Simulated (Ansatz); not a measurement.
# B2Cl5H: the cost of one run

Computed with Ansatz 0.2.0, Gaussian basis. Level: PBE0-D4, def2-SVP first, then def2-TZVP.

152 further runs of the same task are left out: 152 set aside as unsound or not needed.

## Step 1: The starting structure

The guess: 8 atoms, charge 0, spin multiplicity 1.

Atoms are counted from 1 here; the program's logs count them from 0.

Bond lengths: B1–Cl2 1.999 Å, B1–Cl3 1.739 Å, B1–Cl4 1.739 Å, B1–H6 1.433 Å, Cl2–B5 1.997 Å, B5–H6 1.433 Å, B5–Cl7 1.739 Å, B5–Cl8 1.740 Å. Angles: Cl2–B1–Cl3 111.4°, Cl2–B1–Cl4 111.4°, Cl2–B1–H6 86.8°, Cl3–B1–Cl4 122.1°, Cl3–B1–H6 109.8°, Cl4–B1–H6 109.7°, B1–Cl2–B5 73.4°, Cl2–B5–H6 86.8°, Cl2–B5–Cl7 111.4°, Cl2–B5–Cl8 111.4°, H6–B5–Cl7 109.7°, H6–B5–Cl8 109.7°, Cl7–B5–Cl8 122.1°, B1–H6–B5 112.9°.

As a file:

```xyz
8
B2Cl5H
B    -0.7640   -0.6895   -0.6069
Cl   -0.5639   -0.5582    1.3773
Cl   -0.2021   -2.2244   -1.2013
Cl   -2.2603    0.0173   -1.1420
B     0.7727    0.6973    0.5856
H     0.2883    0.2793   -0.6962
Cl    0.3311    2.3559    0.8679
Cl    2.3982    0.1222    0.8156
```

Distances that are to change: B1–H6 1.43 Å, Cl2–B5 2.00 Å, B1–Cl2 2.00 Å, B5–H6 1.43 Å.

## Step 2: Constrained relaxation of the guess

Contents of hold/in.yaml:

```yaml
crystal:
  periodic: [false, false, false]
  atoms:
    - {symbol: B, position_ang: [-0.764000, -0.689500, -0.606900]}
    - {symbol: Cl, position_ang: [-0.563900, -0.558200, 1.377300]}
    - {symbol: Cl, position_ang: [-0.202100, -2.224400, -1.201300]}
    - {symbol: Cl, position_ang: [-2.260300, 0.017300, -1.142000]}
    - {symbol: B, position_ang: [0.772700, 0.697300, 0.585600]}
    - {symbol: H, position_ang: [0.288300, 0.279300, -0.696200]}
    - {symbol: Cl, position_ang: [0.331100, 2.355900, 0.867900]}
    - {symbol: Cl, position_ang: [2.398200, 0.122200, 0.815600]}
basis:
  gaussian: {orbitals: def2-SVP}
hamiltonian: {xc: pbe0, dispersion: d4}
relax: {f_tol: 0.04, max_steps: 150, escape_saddle: false, constraints: [{distance: [0, 5]}, {distance: [1, 4]}, {distance: [0, 1]}, {distance: [4, 5]}]}
```

On the command line:

```sh
$ ansatz run in.yaml --threads 8 --pin off --events-out ev --progress --plain --max-ram 19148MiB
```

What time and memory should one allow on 8 threads of Intel Xeon at 2.50GHz, shared host?

About 31 s, with a peak of 0.37 GiB.
